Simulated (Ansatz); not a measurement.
**CH₅AlClN: one species, many methods**

The task here is to estimate one member of a computed series from the others.

The runs use Ansatz 0.2.0, Gaussian basis; functionals in def2-TZVPP, the program's frozen cores in correlated methods.

Plan: LDA (SPW92), PBE-D4, revPBE-D4, BLYP-D4, r2SCAN-D4, B97M-V, PBE0-D4, B3LYP-D4, r2SCANh-D4, r2SCAN0-D4, HSE06-D4, BHLYP-D4, CAM-B3LYP-D4, LC-ωPBE, ωB97X-V, ωB97M-V, B2PLYP, PBE-QIDH; CCSD(T)/def2-SVP; CCSD(T)/def2-TZVPP; MP2/def2-QZVPP; extrapolation to the limit; RPA on PBE.

## Structure used throughout

The geometry comes from an earlier relaxation with PBE0-D4 in a triple-zeta def2 set; it is a stationary point, not always the lowest conformer.

SMILES `C[NH][AlH][Cl]`, 9 atoms, charge 0, spin multiplicity 1.

Atoms are counted from 1 here; the program's logs count them from 0.

Bond lengths: C1–N2 1.449 Å, C1–H5 1.096 Å, C1–H6 1.096 Å, C1–H7 1.092 Å, N2–Al3 1.758 Å, N2–H8 1.010 Å, Al3–Cl4 2.100 Å, Al3–H9 1.571 Å. Angles: N2–C1–H5 112.1°, N2–C1–H6 112.1°, N2–C1–H7 109.8°, H5–C1–H6 107.8°, H5–C1–H7 107.4°, H6–C1–H7 107.4°, C1–N2–Al3 129.6°, C1–N2–H8 112.1°, Al3–N2–H8 118.3°, N2–Al3–Cl4 117.6°, N2–Al3–H9 121.4°, Cl4–Al3–H9 121.0°.

The first run:

in.yaml reads:

```yaml
crystal:
  periodic: [false, false, false]
  atoms:
    - {symbol: C, position_ang: [0.028880, 0.778530, -1.025035]}
    - {symbol: N, position_ang: [0.123630, -0.496364, -0.343946]}
    - {symbol: Al, position_ang: [-0.042101, -0.867092, 1.366073]}
    - {symbol: Cl, position_ang: [-0.436834, 0.728776, 2.673274]}
    - {symbol: H, position_ang: [0.959048, 1.039802, -1.542159]}
    - {symbol: H, position_ang: [-0.780907, 0.792459, -1.763248]}
    - {symbol: H, position_ang: [-0.175551, 1.570164, -0.301813]}
    - {symbol: H, position_ang: [0.313328, -1.255563, -0.982102]}
    - {symbol: H, position_ang: [0.099105, -2.337011, 1.901854]}
basis:
  gaussian: {orbitals: def2-TZVPP}
hamiltonian: {xc: lda}
output: {orbitals: {seedname: orbitals}}
```

Among the steps run: LDA; PBE-D4 (GGA); revPBE-D4 (GGA); BLYP-D4 (GGA); r2SCAN-D4 (meta-GGA); B97M-V (meta-GGA); PBE0-D4 (hybrid); B3LYP-D4 (hybrid); r2SCANh-D4 (hybrid); r2SCAN0-D4 (hybrid); HSE06-D4 (hybrid); BHLYP-D4 (hybrid); CAM-B3LYP-D4 (range-separated); LC-ωPBE-D4 (range-separated; the results give it without D4); ωB97X-V (range-separated); ωB97M-V (range-separated); B2PLYP (double hybrid); PBE-QIDH (double hybrid).

One table of the session follows, with a row left open; its other results are not shown here.

It belongs to the step «Orbital energies across the functionals». 

```
  functional  HOMO (eV)  gap (eV)
 LDA (SPW92)      -5.94      4.48
      PBE-D4          ?         ?
   revPBE-D4      -5.73      4.60
     BLYP-D4      -5.67      4.56
   r2SCAN-D4      -6.04      5.15
      B97M-V      -6.12      5.04
     PBE0-D4      -7.09      6.61
    B3LYP-D4      -6.87      6.19
  r2SCANh-D4      -6.53      5.89
  r2SCAN0-D4      -7.27      7.00
    HSE06-D4      -6.69      5.84
    BHLYP-D4      -8.33      8.60
CAM-B3LYP-D4      -8.50      8.94
     LC-ωPBE      -9.89     11.41
     ωB97X-V      -9.52     10.92
     ωB97M-V      -9.42     10.55
```

Estimate the missing values for PBE-D4.

The run gave: HOMO (eV): -5.79; gap (eV): 4.56. In the column «HOMO (eV)» it lies between LDA (SPW92) (-5.94) and revPBE-D4 (-5.73).
